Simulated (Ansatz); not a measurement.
# C₂H₆FNSi: small, medium and large basis sets

Aim: see how fast density functionals converge with the basis set for C₂H₆FNSi.

Computed with Ansatz 0.2.0, Gaussian basis. Level: one geometry, several basis sets.

Plan: PBE0-D4/def2-SVP; ωB97M-V/def2-SVP; PBE0-D4/def2-QZVPP; ωB97M-V/def2-QZVPP; the functionals' def2-TZVPP values are taken from earlier runs.

### 1 The geometry

The geometry comes from an earlier relaxation with PBE0-D4 in a triple-zeta def2 set; it is a stationary point, not always the lowest conformer.

SMILES `CN(C)[Si]F`, 11 atoms, charge 0, spin multiplicity 1.

Atoms are counted from 1 here; the program's logs count them from 0.

Bond lengths: C1–N2 1.446 Å, C1–H6 1.094 Å, C1–H7 1.096 Å, C1–H8 1.096 Å, N2–C3 1.445 Å, N2–Si4 1.710 Å, C3–H9 1.097 Å, C3–H10 1.089 Å, C3–H11 1.097 Å, Si4–F5 1.626 Å. Angles: N2–C1–H6 110.1°, N2–C1–H7 111.2°, N2–C1–H8 111.2°, H6–C1–H7 108.1°, H6–C1–H8 108.1°, H7–C1–H8 108.0°, C1–N2–C3 113.8°, C1–N2–Si4 118.4°, C3–N2–Si4 127.8°, N2–C3–H9 110.8°, N2–C3–H10 110.2°, N2–C3–H11 110.8°, H9–C3–H10 108.7°, H9–C3–H11 107.6°, H10–C3–H11 108.7°, N2–Si4–F5 100.1°.

### 2 PBE0-D4 in def2-SVP

The input, in.yaml:

```yaml
crystal:
  periodic: [false, false, false]
  atoms:
    - {symbol: C, position_ang: [-0.641466, 0.674471, 1.040116]}
    - {symbol: N, position_ang: [0.015966, 0.299275, -0.191991]}
    - {symbol: C, position_ang: [0.399363, -1.092821, -0.247498]}
    - {symbol: Si, position_ang: [0.251151, 1.499197, -1.386869]}
    - {symbol: F, position_ang: [0.997924, 0.618108, -2.530831]}
    - {symbol: H, position_ang: [-0.904583, 1.736107, 1.017972]}
    - {symbol: H, position_ang: [0.009798, 0.502679, 1.905090]}
    - {symbol: H, position_ang: [-1.561984, 0.098166, 1.189645]}
    - {symbol: H, position_ang: [1.089231, -1.339170, 0.568477]}
    - {symbol: H, position_ang: [0.888640, -1.310473, -1.195632]}
    - {symbol: H, position_ang: [-0.478439, -1.742438, -0.147975]}
basis:
  gaussian: {orbitals: def2-SVP}
hamiltonian: {xc: pbe0, dispersion: d4}
output: {orbitals: {seedname: orbitals}}
```

The run is started by

```bash
$ ansatz run in.yaml --threads 4 --pin off --events-out ev --progress --plain --max-ram 10444MiB
```

Further steps of the session: ωB97M-V in def2-SVP; PBE0-D4 in def2-QZVPP; ωB97M-V in def2-QZVPP.

Q: Predict the results of all the runs planned. Wanted: PBE0-D4: double and triple zeta above quadruple; ωB97M-V: double and triple zeta above quadruple.

**Answer**, as computed:

```
                                       quantity           value
PBE0-D4: double and triple zeta above quadruple  11.02, 0.64 eV
ωB97M-V: double and triple zeta above quadruple  11.27, 0.61 eV
```

In words: PBE0-D4 gains 10.38 eV from double to triple zeta, then 0.64 eV more. Total energies overstate the basis error of differences, where much of it tends to cancel. The LUMO of ωB97M-V is positive and keeps falling with the basis (1.19 to 0.66 eV): an unbound level that the basis holds in place.
